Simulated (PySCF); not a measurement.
# Indium: the same states on changed settings, part 1 of 2

Aim: see what changed settings do to total energies and their difference. The change: initial guess 1e, at most 50 SCF cycles, level shift 0.5 hartree. A sound run of the same states serves as the yardstick.

Program: PySCF 2.14.0. Level of theory: unrestricted determinants in a Gaussian basis, no spin-orbit coupling in the energies. These are calculated values, not measurements, unless marked.

**1. Starting point**

- Element: indium (Z = 49)
- Basis: def2-SVP with the def2 core potential (28 electrons) (4s4p2d, 26 functions)
- Hamiltonian: a scalar-relativistic core potential
- State 1: In: [Kr] 4d10 5s2 5p1, 2P determinant
- State 2: In⁺: [Kr] 4d10 5s2, closed-shell 1S
- Methods: UHF, LDA, MN15, MP2, CCSD(T)
- Core shells frozen in the correlated runs: valence: 4s2 4p6 4d10 (for In)

The outer shells:

In [Kr] 4d10 5s2 5p1
```
[Kr] core
4d [↑↓][↑↓][↑↓][↑↓][↑↓]
5s [↑↓]
5p [↑ ][  ][  ]
```

In+ [Kr] 4d10 5s2
```
[Kr] core
4d [↑↓][↑↓][↑↓][↑↓][↑↓]
5s [↑↓]
```

The sound run (def2-SVP with ECP28, a scalar-relativistic core potential, symmetry-adapted start, fine grid, valence correlation) gave:

```csv
species,method,energy (hartree)
In,UHF,-189.20634
In,LDA,-189.79005
In,MN15,-189.70119
In,MP2 (valence),-189.23176
In,CCSD(T) (valence),-189.24461
In⁺,UHF,-189.01529
In⁺,LDA,-189.58034
In⁺,MN15,-189.49332
In⁺,MP2 (valence),-189.03602
In⁺,CCSD(T) (valence),-189.04648
```

One driver process ran all states and methods and kept the integrals in memory. Each run is shown as a PySCF script that sums up its settings (the driver passes frozen orbitals as a list and adds second-order terms of double hybrids); the logs are those of the runs themselves.

The driver's launch:

```
$ OMP_NUM_THREADS=1 python atomrun2.py TASK.json OUT
```

The integrals over 26 functions and the set-up took 0.03 s of CPU time.

**2. Changed run, In**

Level: UHF.

Input file input.py:

```python
from pyscf import gto, scf, dft, mp, cc
import basis_set_exchange as bse
txt = bse.get_basis("def2-SVP", elements=["In"], fmt="nwchem", header=False)
cut = txt.index("\nECP")
mol = gto.M(atom="In 0 0 0", charge=0, spin=1, symmetry="D2h",
            basis=gto.basis.parse(txt[:cut]),
            ecp={"In": gto.basis.parse_ecp(txt[cut:])})
mf = scf.UHF(mol)
mf.irrep_nelec = {'Ag': (4, 4), 'B1g': (1, 1), 'B2g': (1, 1), 'B3g': (1, 1), 'B1u': (1, 1), 'B2u': (2, 1), 'B3u': (1, 1)}
mf.init_guess = "1e"
mf.max_cycle = 50
mf.level_shift = 0.5
mf.conv_check = False  # no last unshifted cycle
mf.kernel()
```

Standard output:

```text
damping factor = 0
level_shift factor = 0.5
DIIS = <class 'pyscf.scf.diis.CDIIS'>
diis_start_cycle = 1
diis_space = 10
diis_damp = 0
SCF conv_tol = 1e-09
SCF conv_tol_grad = None
number electrons alpha = 11  beta = 10
irrep_nelec {'Ag': (4, 4), 'B1g': (1, 1), 'B2g': (1, 1), 'B3g': (1, 1), 'B1u': (1, 1), 'B2u': (2, 1), 'B3u': (1, 1)}
alpha HOMO (B2u) = 0.0935531779102674  LUMO (B1u) = 0.592835933873115
  HOMO = 0.0935531779103  LUMO = 0.592835933873  gap/eV = 13.58618
cycle= 1 E= -189.031881070262  delta_E= -3.38  |g|= 0.328  |ddm|= 3.38
alpha HOMO (B2u) = -0.0901099454702541  LUMO (B1u) = 0.574333319937549
  HOMO = -0.0901099454703  LUMO = 0.574333319938  gap/eV = 18.08042
cycle= 2 E= -189.140965800328  delta_E= -0.109  |g|= 0.161  |ddm|= 1.23
alpha HOMO (B2u) = -0.15920416171418  LUMO (B1u) = 0.551427759506439
  HOMO = -0.159204161714  LUMO = 0.551427759506  gap/eV = 19.33728
cycle= 3 E= -189.179464783314  delta_E= -0.0385  |g|= 0.0977  |ddm|= 0.607
alpha HOMO (B2u) = -0.187502767592597  LUMO (B1u) = 0.534930559679136
  HOMO = -0.187502767593  LUMO = 0.534930559679  gap/eV = 19.65841
cycle= 4 E= -189.196488460481  delta_E= -0.017  |g|= 0.0576  |ddm|= 0.368
alpha HOMO (B2u) = -0.202770833369673  LUMO (B1u) = 0.520944344950728
  HOMO = -0.20277083337  LUMO = 0.520944344951  gap/eV = 19.69329
cycle= 5 E= -189.203354843499  delta_E= -0.00687  |g|= 0.0307  |ddm|= 0.226
alpha HOMO (B2u) = -0.201550097197095  LUMO (B3u) = 0.519861462224723
  HOMO = -0.201550097197  LUMO = 0.519861462225  gap/eV = 19.63061
cycle= 6 E= -189.20535361197  delta_E= -0.002  |g|= 0.0171  |ddm|= 0.106
alpha HOMO (B2u) = -0.198956197606664  LUMO (B1u) = 0.518306253631512
  HOMO = -0.198956197607  LUMO = 0.518306253632  gap/eV = 19.51771
cycle= 7 E= -189.206050840111  delta_E= -0.000697  |g|= 0.00929  |ddm|= 0.0611
alpha HOMO (B2u) = -0.199915561014834  LUMO (B3u) = 0.518000238415501
  HOMO = -0.199915561015  LUMO = 0.518000238416  gap/eV = 19.53548
cycle= 8 E= -189.20626066026  delta_E= -0.00021  |g|= 0.0049  |ddm|= 0.0346
alpha HOMO (B2u) = -0.199166159323189  LUMO (B3u) = 0.517998121411088
  HOMO = -0.199166159323  LUMO = 0.517998121411  gap/eV = 19.51503
cycle= 9 E= -189.206316016421  delta_E= -5.54e-05  |g|= 0.00255  |ddm|= 0.0174
alpha HOMO (B2u) = -0.19976832892296  LUMO (B3u) = 0.518017819991357
  HOMO = -0.199768328923  LUMO = 0.518017819991  gap/eV = 19.53196
cycle= 10 E= -189.206330913604  delta_E= -1.49e-05  |g|= 0.00131  |ddm|= 0.00887
alpha HOMO (B2u) = -0.199680610376969  LUMO (B1u) = 0.518043869997928
  HOMO = -0.199680610377  LUMO = 0.518043869998  gap/eV = 19.53028
cycle= 11 E= -189.206334787378  delta_E= -3.87e-06  |g|= 0.000663  |ddm|= 0.00445
alpha HOMO (B2u) = -0.199646929684973  LUMO (B3u) = 0.518045291009658
  HOMO = -0.199646929685  LUMO = 0.51804529101  gap/eV = 19.52940
cycle= 12 E= -189.206335779414  delta_E= -9.92e-07  |g|= 0.000338  |ddm|= 0.00224
alpha HOMO (B2u) = -0.199649953304892  LUMO (B3u) = 0.518046157079952
  HOMO = -0.199649953305  LUMO = 0.51804615708  gap/eV = 19.52951
cycle= 13 E= -189.206336035598  delta_E= -2.56e-07  |g|= 0.000172  |ddm|= 0.00114
alpha HOMO (B2u) = -0.199650778268308  LUMO (B3u) = 0.518046299222516
  HOMO = -0.199650778268  LUMO = 0.518046299223  gap/eV = 19.52953
cycle= 14 E= -189.206336101786  delta_E= -6.62e-08  |g|= 8.71e-05  |ddm|= 0.000578
alpha HOMO (B2u) = -0.199649981822942  LUMO (B1u) = 0.518046165016758
  HOMO = -0.199649981823  LUMO = 0.518046165017  gap/eV = 19.52951
cycle= 15 E= -189.206336118764  delta_E= -1.7e-08  |g|= 4.41e-05  |ddm|= 0.000292
alpha HOMO (B2u) = -0.199650141163948  LUMO (B1u) = 0.518046159010668
  HOMO = -0.199650141164  LUMO = 0.518046159011  gap/eV = 19.52951
cycle= 16 E= -189.206336123114  delta_E= -4.35e-09  |g|= 2.24e-05  |ddm|= 0.000148
alpha HOMO (B2u) = -0.199650084984449  LUMO (B3u) = 0.518046160379397
  HOMO = -0.199650084984  LUMO = 0.518046160379  gap/eV = 19.52951
cycle= 17 E= -189.206336124233  delta_E= -1.12e-09  |g|= 1.14e-05  |ddm|= 7.49e-05
alpha HOMO (B2u) = -0.199650065502546  LUMO (B1u) = 0.518046146287642
  HOMO = -0.199650065503  LUMO = 0.518046146288  gap/eV = 19.52951
cycle= 18 E= -189.206336124521  delta_E= -2.87e-10  |g|= 5.77e-06  |ddm|= 3.79e-05
converged SCF energy = -189.206336124521  <S^2> = 0.75879925  2S+1 = 2.00878
```

Time after the integrals: 0.12 s (1 thread of Neoverse-V1, shared host).

The occupied shells:

```csv
shell,electrons,mean orbital energy (eV),spread (eV),rms radius (bohr)
4s α,1,-146.22,0,0.912
4s β,1,-146.19,0,0.912
4p α,3,-98.676,0.121,0.995
4p β,3,-98.644,0.326,0.995
4d α,5,-27.489,0.266,1.27
4d β,5,-27.439,0.395,1.27
5s α,1,-11.519,0,2.93
5s β,1,-10.014,0,2.93
5p α,1,-5.433,0,4.00
```

⟨S²⟩ = 0.759, ⟨L²⟩ = 2.02.

Energies and moments cover only the electrons outside the core potential.

Level: LDA.

input.py differs from the last one in:

```diff
@@ -7,3 +7,3 @@
             ecp={"In": gto.basis.parse_ecp(txt[cut:])})
-mf = scf.UHF(mol)
+mf = dft.UKS(mol, xc="LDA,VWN")
 mf.irrep_nelec = {'Ag': (4, 4), 'B1g': (1, 1), 'B2g': (1, 1), 'B3g': (1, 1), 'B1u': (1, 1), 'B2u': (2, 1), 'B3u': (1, 1)}
```

Standard output:

```text
damping factor = 0
level_shift factor = 0.5
DIIS = <class 'pyscf.scf.diis.CDIIS'>
diis_start_cycle = 1
diis_space = 10
diis_damp = 0
SCF conv_tol = 1e-09
SCF conv_tol_grad = None
number electrons alpha = 11  beta = 10
irrep_nelec {'Ag': (4, 4), 'B1g': (1, 1), 'B2g': (1, 1), 'B3g': (1, 1), 'B1u': (1, 1), 'B2u': (2, 1), 'B3u': (1, 1)}
XC functionals = LDA,VWN
    P. A. M. Dirac.,  Math. Proc. Cambridge Philos. Soc. 26, 376 (1930)
    F. Bloch.,  Z. Phys. 57, 545 (1929)
    S. H. Vosko, L. Wilk, and M. Nusair.,  Can. J. Phys. 58, 1200 (1980)
alpha HOMO (B2u) = 0.201498995735784  LUMO (B1u) = 0.497487891994883
  HOMO = 0.201498995736  LUMO = 0.497487891995  gap/eV = 8.05427
cycle= 1 E= -189.565260222332  delta_E= -3.31  |g|= 0.879  |ddm|= 4.19
alpha HOMO (B2u) = -0.0579378691937609  LUMO (B1u) = 0.416562487611032
  HOMO = -0.0579378691938  LUMO = 0.416562487611  gap/eV = 12.91181
cycle= 2 E= -189.749269598082  delta_E= -0.184  |g|= 0.257  |ddm|= 0.713
alpha HOMO (B2u) = -0.0462496435115933  LUMO (B1u) = 0.435185263074109
  HOMO = -0.0462496435116  LUMO = 0.435185263074  gap/eV = 13.10051
cycle= 3 E= -189.778819387356  delta_E= -0.0295  |g|= 0.0693  |ddm|= 0.523
alpha HOMO (B2u) = -0.0817070087661564  LUMO (B1u) = 0.411500660018884
  HOMO = -0.0817070087662  LUMO = 0.411500660019  gap/eV = 13.42086
cycle= 4 E= -189.7861891302  delta_E= -0.00737  |g|= 0.0356  |ddm|= 0.238
alpha HOMO (B2u) = -0.0986504588063912  LUMO (B1u) = 0.399051104631911
  HOMO = -0.0986504588064  LUMO = 0.399051104632  gap/eV = 13.54315
cycle= 5 E= -189.788435435037  delta_E= -0.00225  |g|= 0.0226  |ddm|= 0.0984
alpha HOMO (B2u) = -0.101525888963924  LUMO (B1u) = 0.397501840873036
  HOMO = -0.101525888964  LUMO = 0.397501840873  gap/eV = 13.57924
cycle= 6 E= -189.789349376403  delta_E= -0.000914  |g|= 0.0149  |ddm|= 0.0585
alpha HOMO (B2u) = -0.1023617085932  LUMO (B3u) = 0.397257583826538
  HOMO = -0.102361708593  LUMO = 0.397257583827  gap/eV = 13.59533
cycle= 7 E= -189.789742707678  delta_E= -0.000393  |g|= 0.00992  |ddm|= 0.037
alpha HOMO (B2u) = -0.102731607823908  LUMO (B3u) = 0.397132162441393
  HOMO = -0.102731607824  LUMO = 0.397132162441  gap/eV = 13.60199
cycle= 8 E= -189.789913144809  delta_E= -0.00017  |g|= 0.00664  |ddm|= 0.0239
alpha HOMO (B2u) = -0.102847071358334  LUMO (B3u) = 0.397149813528661
  HOMO = -0.102847071358  LUMO = 0.397149813529  gap/eV = 13.60561
cycle= 9 E= -189.789987831541  delta_E= -7.47e-05  |g|= 0.00441  |ddm|= 0.0156
alpha HOMO (B2u) = -0.10289464754434  LUMO (B1u) = 0.397149670972479
  HOMO = -0.102894647544  LUMO = 0.397149670972  gap/eV = 13.60690
cycle= 10 E= -189.790020631057  delta_E= -3.28e-05  |g|= 0.00292  |ddm|= 0.0103
alpha HOMO (B2u) = -0.102917711176159  LUMO (B3u) = 0.397150153377916
  HOMO = -0.102917711176  LUMO = 0.397150153378  gap/eV = 13.60754
cycle= 11 E= -189.790035044122  delta_E= -1.44e-05  |g|= 0.00194  |ddm|= 0.00679
alpha HOMO (B2u) = -0.10292644413986  LUMO (B3u) = 0.397149953267765
  HOMO = -0.10292644414  LUMO = 0.397149953268  gap/eV = 13.60777
cycle= 12 E= -189.790041375151  delta_E= -6.33e-06  |g|= 0.00128  |ddm|= 0.00449
alpha HOMO (B2u) = -0.102931309798239  LUMO (B3u) = 0.397149391301706
  HOMO = -0.102931309798  LUMO = 0.397149391302  gap/eV = 13.60789
cycle= 13 E= -189.790044158863  delta_E= -2.78e-06  |g|= 0.000848  |ddm|= 0.00298
alpha HOMO (B2u) = -0.102933054125772  LUMO (B1u) = 0.397149279433292
  HOMO = -0.102933054126  LUMO = 0.397149279433  gap/eV = 13.60793
cycle= 14 E= -189.790045382746  delta_E= -1.22e-06  |g|= 0.000561  |ddm|= 0.00197
alpha HOMO (B2u) = -0.102933830547068  LUMO (B3u) = 0.397149312072578
  HOMO = -0.102933830547  LUMO = 0.397149312073  gap/eV = 13.60796
cycle= 15 E= -189.790045920925  delta_E= -5.38e-07  |g|= 0.000372  |ddm|= 0.00131
alpha HOMO (B2u) = -0.102934145610534  LUMO (B1u) = 0.39714932487821
  HOMO = -0.102934145611  LUMO = 0.397149324878  gap/eV = 13.60796
cycle= 16 E= -189.79004615765  delta_E= -2.37e-07  |g|= 0.000246  |ddm|= 0.000868
alpha HOMO (B2u) = -0.102934282601535  LUMO (B3u) = 0.397149331583128
  HOMO = -0.102934282602  LUMO = 0.397149331583  gap/eV = 13.60797
cycle= 17 E= -189.79004626181  delta_E= -1.04e-07  |g|= 0.000163  |ddm|= 0.000576
alpha HOMO (B2u) = -0.102934339206448  LUMO (B1u) = 0.397149338182526
  HOMO = -0.102934339206  LUMO = 0.397149338183  gap/eV = 13.60797
cycle= 18 E= -189.790046307657  delta_E= -4.58e-08  |g|= 0.000108  |ddm|= 0.000382
alpha HOMO (B2u) = -0.102934365211756  LUMO (B3u) = 0.397149336143354
  HOMO = -0.102934365212  LUMO = 0.397149336143  gap/eV = 13.60797
cycle= 19 E= -189.790046327839  delta_E= -2.02e-08  |g|= 7.18e-05  |ddm|= 0.000254
alpha HOMO (B2u) = -0.102934375302592  LUMO (B3u) = 0.397149336783558
  HOMO = -0.102934375303  LUMO = 0.397149336784  gap/eV = 13.60797
cycle= 20 E= -189.790046336725  delta_E= -8.89e-09  |g|= 4.76e-05  |ddm|= 0.000168
alpha HOMO (B2u) = -0.102934380150308  LUMO (B3u) = 0.397149336823696
  HOMO = -0.10293438015  LUMO = 0.397149336824  gap/eV = 13.60797
cycle= 21 E= -189.790046340638  delta_E= -3.91e-09  |g|= 3.16e-05  |ddm|= 0.000112
alpha HOMO (B2u) = -0.102934382397045  LUMO (B3u) = 0.397149336850554
  HOMO = -0.102934382397  LUMO = 0.397149336851  gap/eV = 13.60797
cycle= 22 E= -189.790046342361  delta_E= -1.72e-09  |g|= 2.09e-05  |ddm|= 7.42e-05
alpha HOMO (B2u) = -0.102934383302517  LUMO (B3u) = 0.397149336714568
  HOMO = -0.102934383303  LUMO = 0.397149336715  gap/eV = 13.60797
cycle= 23 E= -189.79004634312  delta_E= -7.59e-10  |g|= 1.39e-05  |ddm|= 4.92e-05
converged SCF energy = -189.79004634312  <S^2> = 0.75070356  2S+1 = 2.0007034
```

Time after the integrals: 0.43 s (1 thread of Neoverse-V1, shared host).

Energies and moments cover only the electrons outside the core potential.

Level: MN15.

input.py differs from the last one in:

```diff
@@ -7,3 +7,3 @@
             ecp={"In": gto.basis.parse_ecp(txt[cut:])})
-mf = dft.UKS(mol, xc="LDA,VWN")
+mf = dft.UKS(mol, xc="MN15")
 mf.irrep_nelec = {'Ag': (4, 4), 'B1g': (1, 1), 'B2g': (1, 1), 'B3g': (1, 1), 'B1u': (1, 1), 'B2u': (2, 1), 'B3u': (1, 1)}
```

Standard output:

```text
damping factor = 0
level_shift factor = 0.5
DIIS = <class 'pyscf.scf.diis.CDIIS'>
diis_start_cycle = 1
diis_space = 10
diis_damp = 0
SCF conv_tol = 1e-09
SCF conv_tol_grad = None
number electrons alpha = 11  beta = 10
irrep_nelec {'Ag': (4, 4), 'B1g': (1, 1), 'B2g': (1, 1), 'B3g': (1, 1), 'B1u': (1, 1), 'B2u': (2, 1), 'B3u': (1, 1)}
XC functionals = MN15
    H. S. Yu, X. He, S. L. Li, and D. G. Truhlar.,  Chem. Sci. 7, 5032-5051 (2016)
    H. S. Yu, X. He, S. L. Li, and D. G. Truhlar.,  Chem. Sci. 7, 5032-5051 (2016)
alpha HOMO (B2u) = 0.16759583394041  LUMO (B1u) = 0.569040819517495
  HOMO = 0.16759583394  LUMO = 0.569040819517  gap/eV = 10.92387
cycle= 1 E= -189.543425104065  delta_E= -3.49  |g|= 0.621  |ddm|= 3.65
alpha HOMO (B2u) = -0.0564553298427248  LUMO (B1u) = 0.506865073326789
  HOMO = -0.0564553298427  LUMO = 0.506865073327  gap/eV = 15.32873
cycle= 2 E= -189.64768144911  delta_E= -0.104  |g|= 0.153  |ddm|= 0.925
alpha HOMO (B2u) = -0.0784918118569315  LUMO (B1u) = 0.498700858215241
  HOMO = -0.0784918118569  LUMO = 0.498700858215  gap/eV = 15.70621
cycle= 3 E= -189.679668534365  delta_E= -0.032  |g|= 0.0863  |ddm|= 0.586
alpha HOMO (B2u) = -0.136388936166085  LUMO (B1u) = 0.451750642482917
  HOMO = -0.136388936166  LUMO = 0.451750642483  gap/eV = 16.00409
cycle= 4 E= -189.694848483552  delta_E= -0.0152  |g|= 0.0482  |ddm|= 0.369
alpha HOMO (B2u) = -0.142464442680129  LUMO (B1u) = 0.447731618730357
  HOMO = -0.14246444268  LUMO = 0.44773161873  gap/eV = 16.06005
cycle= 5 E= -189.699352013236  delta_E= -0.0045  |g|= 0.025  |ddm|= 0.178
alpha HOMO (B2u) = -0.140278453856204  LUMO (B3u) = 0.447977877441173
  HOMO = -0.140278453856  LUMO = 0.447977877441  gap/eV = 16.00727
cycle= 6 E= -189.700484550754  delta_E= -0.00113  |g|= 0.0156  |ddm|= 0.0693
alpha HOMO (B2u) = -0.141458045588534  LUMO (B1u) = 0.447705216627814
  HOMO = -0.141458045589  LUMO = 0.447705216628  gap/eV = 16.03195
cycle= 7 E= -189.700929326479  delta_E= -0.000445  |g|= 0.00945  |ddm|= 0.0417
alpha HOMO (B2u) = -0.142338415423678  LUMO (B3u) = 0.447401536397497
  HOMO = -0.142338415424  LUMO = 0.447401536397  gap/eV = 16.04764
cycle= 8 E= -189.701097116396  delta_E= -0.000168  |g|= 0.00574  |ddm|= 0.0251
alpha HOMO (B2u) = -0.142365359009005  LUMO (B3u) = 0.447395741921739
  HOMO = -0.142365359009  LUMO = 0.447395741922  gap/eV = 16.04822
cycle= 9 E= -189.701156562274  delta_E= -5.94e-05  |g|= 0.0035  |ddm|= 0.0145
alpha HOMO (B2u) = -0.142490660460957  LUMO (B1u) = 0.447366543890582
  HOMO = -0.142490660461  LUMO = 0.447366543891  gap/eV = 16.05083
cycle= 10 E= -189.70117879  delta_E= -2.22e-05  |g|= 0.0021  |ddm|= 0.00894
alpha HOMO (B2u) = -0.142550065683994  LUMO (B3u) = 0.447343622741203
  HOMO = -0.142550065684  LUMO = 0.447343622741  gap/eV = 16.05182
cycle= 11 E= -189.701186930536  delta_E= -8.14e-06  |g|= 0.00125  |ddm|= 0.00546
alpha HOMO (B2u) = -0.142547545314928  LUMO (B1u) = 0.447345755479914
  HOMO = -0.142547545315  LUMO = 0.44734575548  gap/eV = 16.05181
cycle= 12 E= -189.701189791951  delta_E= -2.86e-06  |g|= 0.000744  |ddm|= 0.00323
alpha HOMO (B2u) = -0.142554430326821  LUMO (B3u) = 0.447344226404257
  HOMO = -0.142554430327  LUMO = 0.447344226404  gap/eV = 16.05196
cycle= 13 E= -189.7011908123  delta_E= -1.02e-06  |g|= 0.000441  |ddm|= 0.00193
alpha HOMO (B2u) = -0.14255162464268  LUMO (B3u) = 0.447345579502691
  HOMO = -0.142551624643  LUMO = 0.447345579503  gap/eV = 16.05192
cycle= 14 E= -189.701191170158  delta_E= -3.58e-07  |g|= 0.000263  |ddm|= 0.00114
alpha HOMO (B2u) = -0.142552390184891  LUMO (B1u) = 0.447345525292397
  HOMO = -0.142552390185  LUMO = 0.447345525292  gap/eV = 16.05194
cycle= 15 E= -189.70119129739  delta_E= -1.27e-07  |g|= 0.000156  |ddm|= 0.00068
alpha HOMO (B2u) = -0.142552525523289  LUMO (B1u) = 0.447345549315092
  HOMO = -0.142552525523  LUMO = 0.447345549315  gap/eV = 16.05194
cycle= 16 E= -189.701191342582  delta_E= -4.52e-08  |g|= 9.31e-05  |ddm|= 0.000406
alpha HOMO (B2u) = -0.142552550409635  LUMO (B1u) = 0.447345562032909
  HOMO = -0.14255255041  LUMO = 0.447345562033  gap/eV = 16.05195
cycle= 17 E= -189.701191358638  delta_E= -1.61e-08  |g|= 5.55e-05  |ddm|= 0.000242
alpha HOMO (B2u) = -0.142552536530811  LUMO (B1u) = 0.447345595284858
  HOMO = -0.142552536531  LUMO = 0.447345595285  gap/eV = 16.05195
cycle= 18 E= -189.701191364346  delta_E= -5.71e-09  |g|= 3.3e-05  |ddm|= 0.000144
alpha HOMO (B2u) = -0.142552536350772  LUMO (B1u) = 0.447345603628857
  HOMO = -0.142552536351  LUMO = 0.447345603629  gap/eV = 16.05195
cycle= 19 E= -189.701191366373  delta_E= -2.03e-09  |g|= 1.97e-05  |ddm|= 8.6e-05
alpha HOMO (B2u) = -0.142552539260265  LUMO (B1u) = 0.447345603080338
  HOMO = -0.14255253926  LUMO = 0.44734560308  gap/eV = 16.05195
cycle= 20 E= -189.701191367094  delta_E= -7.2e-10  |g|= 1.17e-05  |ddm|= 5.13e-05
converged SCF energy = -189.701191367094  <S^2> = 0.75188205  2S+1 = 2.0018812
```

It took 1.2 s on 1 thread of Neoverse-V1, shared host, the integrals not counted.

Energies and moments cover only the electrons outside the core potential.

Level: MP2 (valence).

input.py differs from the last one in:

```diff
@@ -7,3 +7,3 @@
             ecp={"In": gto.basis.parse_ecp(txt[cut:])})
-mf = dft.UKS(mol, xc="MN15")
+mf = scf.UHF(mol)
 mf.irrep_nelec = {'Ag': (4, 4), 'B1g': (1, 1), 'B2g': (1, 1), 'B3g': (1, 1), 'B1u': (1, 1), 'B2u': (2, 1), 'B3u': (1, 1)}
@@ -14 +14,2 @@
 mf.kernel()
+mp.UMP2(mf, frozen=9).kernel()
```

No log was kept for this step.

Time after the integrals: 0.01 s (1 thread of Neoverse-V1, shared host).

With 3 electrons correlated, the MP2 correlation energy is -0.01366 hartree (-0.00101 same spin, -0.01265 opposite spin); the SCS form gives -0.01551. Largest pairs of shells: 5s-5s -0.0084, 5s-5p -0.0053, 5p-5p 0.0000.

Level: CCSD(T) (valence).

input.py differs from the last one in:

```diff
@@ -14,2 +14,3 @@
 mf.kernel()
-mp.UMP2(mf, frozen=9).kernel()
+mycc = cc.CCSD(mf, frozen=9).run()
+mycc.ccsd_t()
```

Standard output:

```text
CC2 = 0
CCSD nocc = (np.int64(2), np.int64(1)), nmo = (17, 17)
frozen orbitals [[0, 1, 2, 3, 4, 5, 6, 7, 8], [0, 1, 2, 3, 4, 5, 6, 7, 8]]
max_cycle = 100
direct = 0
conv_tol = 1e-08
conv_tol_normt = 1e-06
diis_space = 8
diis_start_cycle = 0
Init t2, MP2 energy = -0.0254245346575666
Init E_corr(UCCSD) = -0.0254245347187902
cycle = 1  E_corr(UCCSD) = -0.0334399972795171  dE = -0.00801546256  norm(t1,t2) = 0.0527491
cycle = 2  E_corr(UCCSD) = -0.0361296398474894  dE = -0.00268964257  norm(t1,t2) = 0.0213909
cycle = 3  E_corr(UCCSD) = -0.037880566177541  dE = -0.00175092633  norm(t1,t2) = 0.00956603
cycle = 4  E_corr(UCCSD) = -0.0378649033929906  dE = 1.56627846e-05  norm(t1,t2) = 0.00118802
cycle = 5  E_corr(UCCSD) = -0.0378758398942733  dE = -1.09365013e-05  norm(t1,t2) = 0.000141129
cycle = 6  E_corr(UCCSD) = -0.0378719561683583  dE = 3.88372592e-06  norm(t1,t2) = 2.2362e-05
cycle = 7  E_corr(UCCSD) = -0.0378736608333376  dE = -1.70466498e-06  norm(t1,t2) = 6.58186e-06
cycle = 8  E_corr(UCCSD) = -0.0378731093285549  dE = 5.51504783e-07  norm(t1,t2) = 2.69594e-06
cycle = 9  E_corr(UCCSD) = -0.0378731254594558  dE = -1.61309009e-08  norm(t1,t2) = 2.34516e-07
cycle = 10  E_corr(UCCSD) = -0.0378731266889167  dE = -1.22946091e-09  norm(t1,t2) = 2.7866e-08
UCCSD converged
E(UCCSD) = -189.2442092512098  E_corr = -0.03787312668891669
UCCSD(T) correction = -0.000405400669801008
```

It took 0.15 s on 1 thread of Neoverse-V1, shared host, the integrals not counted.

CCSD correlation -0.03787 hartree, triples -0.00041; total -189.244615. T1 = 0.010, largest double amplitude 0.091.

(Continued in part 2 of 2.)
